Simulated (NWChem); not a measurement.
# GaClF (SMILES [F][Ga][Cl]): UMP2/jorge-DZP

Aim: the vertical ionisation energy of GaClF at UMP2/jorge-DZP, from 2 runs. 

The results are computed with NWChem 7.3.0.

### Step 1. The structure to begin with

The species is GaClF (3 atoms), meant as a doublet with charge 0. As SMILES, `[F][Ga][Cl]`. Geometry: relaxed at PBE0-D4/def2-TZVP.

Bond lengths: F1–Ga2 1.758 Å, Ga2–Cl3 2.157 Å. Angles: F1–Ga2–Cl3 117.7°.

### Step 2. The energy at UMP2/jorge-DZP

Input file clfga.nw:

```
start clfga
title "ClFGa"
memory 2200 mb

geometry units angstroms noautosym nocenter noautoz
  F       -1.421100       0.295900      -0.754800
  Ga       0.066400       0.649600       0.112200
  Cl       1.343900      -1.010300       0.629300
end

basis "ao basis" spherical bse
  * library jorge-DZP
end

scf
  nopen 1
  uhf
  thresh 1e-08
  maxiter 80
  print low
end

mp2
  freeze core 15
  tight
end

task mp2 energy
```

Started as:

```bash
$ nwchem clfga.nw > clfga.out
```

The program printed:

```text
[...]
  functions       =    82
[...]
  wavefunction    = UHF
[...]
         Total SCF energy =  -2482.225924713540
      One electron energy =  -3932.708903986195
      Two electron energy =   1213.104283025275
 Nuclear repulsion energy =    237.378696247380
                       Sz =      0.5000
                 Sz(Sz+1) =      0.7500
                      S^2 =      0.7556
[...]
          Total MP2 energy         -2482.859556543779
[...]
```

It took 41 s on 1 thread of Intel Xeon Platinum 8488C (Sapphire Rapids), shared host; peak memory 0.19 GiB.

### Step 3. The singlet cation at the same level

Input file mol.nw:

```
start mol
memory total 2200 mb
charge 1
geometry units bohr noautosym nocenter noautoz
   F   -2.68548980   0.55916996  -1.42636528
   Ga   0.12547781   1.22756609   0.21202727
   Cl   2.53960294  -1.90919030   1.18920465
end
basis "ao basis" spherical bse
   F library jorge-DZP
   Ga library jorge-DZP
   Cl library jorge-DZP
end
scf
   thresh 1e-08
   maxiter 80
   print low
end
mp2
   freeze core 15
   tight
end
task mp2 energy
```

Started as:

```bash
$ nwchem mol.nw > mol.out
```

The program printed (excerpt; [...] marks lines left out):

```text
[...]
  functions       =    82
[...]
  wavefunction    = RHF
[...]
         Total SCF energy =  -2481.870612643917
      One-electron energy =  -3916.524007984029
      Two-electron energy =   1197.274716196341
 Nuclear repulsion energy =    237.378679143771
        Time for solution =     32.8s
[...]
          Total MP2 energy         -2482.510181438721
[...]
```

It took 40 s on 1 thread of Intel Xeon Platinum 8488C (Sapphire Rapids), shared host; peak memory 0.19 GiB.

### Step 4. Outcome

Level: UMP2/jorge-DZP, 15 core orbitals frozen.

```
                                                    quantity           value
                                 doublet GaClF: total energy  -2482.85956 Eh
 doublet GaClF: correlation energy (15 core orbitals frozen)      -633.6 mEh
            doublet GaClF: ⟨S²⟩ of the reference determinant           0.756
                                singlet cation: total energy  -2482.51018 Eh
singlet cation: correlation energy (15 core orbitals frozen)      -639.6 mEh
          vertical ionisation energy (to the singlet cation)        9.507 eV
```

**Reading.** The vertical ionisation energy comes to 9.51 eV (917 kJ/mol). Only the singlet of the ionised species was computed; a triplet could lie lower.
